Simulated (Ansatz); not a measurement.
# Cl: the cost of one run

Program: Ansatz 0.2.0. PAW datasets, plane waves. No spin polarisation and no zero-point or thermal motion.

### 1 The cell

The unstrained cell was relaxed with r2SCAN+rVV10; in each strained cell the atoms were relaxed again with r2SCAN+rVV10. Names of k-points are those of the unstrained zone, where strain can split equivalent points. First state: -5.5 % strain along y alone.

Space group Cmce (No. 64), orthorhombic; a = 6.250 Å, b = 3.795 Å, c = 8.147 Å in the conventional setting, 24.16 Å³ an atom. Near Cl stand 1 Cl at 2.02 Å.

Coordinates:

```
Cl
1.0
     3.12524   -1.89765    0.00000
     3.12524    1.89765    0.00000
     0.00000    0.00000    8.14656
Cl
4
Direct
  0.87397 0.12603 0.60911
  0.12603 0.87397 0.39089
  0.62603 0.37397 0.10911
  0.37397 0.62603 0.89089
```

### 2 -5.5 % strain along y alone: PBE

Input file input.yaml:

```yaml
crystal:
  lattice:
    - [3.1252367059, -1.8976495147, 0.0]
    - [3.1252367059, 1.8976495147, 0.0]
    - [0.0, 0.0, 8.1465601234]
  atoms:
    - { symbol: Cl, position: [0.8739676748, 0.1260323252, 0.609107808] }
    - { symbol: Cl, position: [0.1260323252, 0.8739676748, 0.390892192] }
    - { symbol: Cl, position: [0.6260323252, 0.3739676748, 0.109107808] }
    - { symbol: Cl, position: [0.3739676748, 0.6260323252, 0.890892192] }
kpoints:
  mp_grid: { grid: [8, 8, 4] }
  band_path:
    path:
      - [0.0, 0.0, 0.0]
      - [0.5, 0.5, 0.0]
      - [0.3531276181, 0.6468723819, 0.0]
      - [-0.3531276181, 0.3531276181, 0.0]
      - [0.0, 0.0, 0.5]
      - [-0.3531276181, 0.3531276181, 0.5]
      - [0.3531276181, 0.6468723819, 0.5]
      - [0.5, 0.5, 0.5]
      - [0.0, 0.5, 0.0]
    npoints: 1
hamiltonian:
  xc: pbe
scf:
  occupations: { method: fermi_dirac, width: 0.02 }
  n_extra_bands: 5
output:
  forces: true
  stress: true
  eigenvalues: true
```

Launch:

```sh
> ansatz run input.yaml --threads 4 --pin off --max-ram 5529MiB --backend cpu --events-out ev --progress --plain --runs-dir out
```

Q: Estimate wall time and peak memory on 4 threads of Arm Neoverse N1, shared host.

About 3.6 s, with a peak of 0.46 GiB.
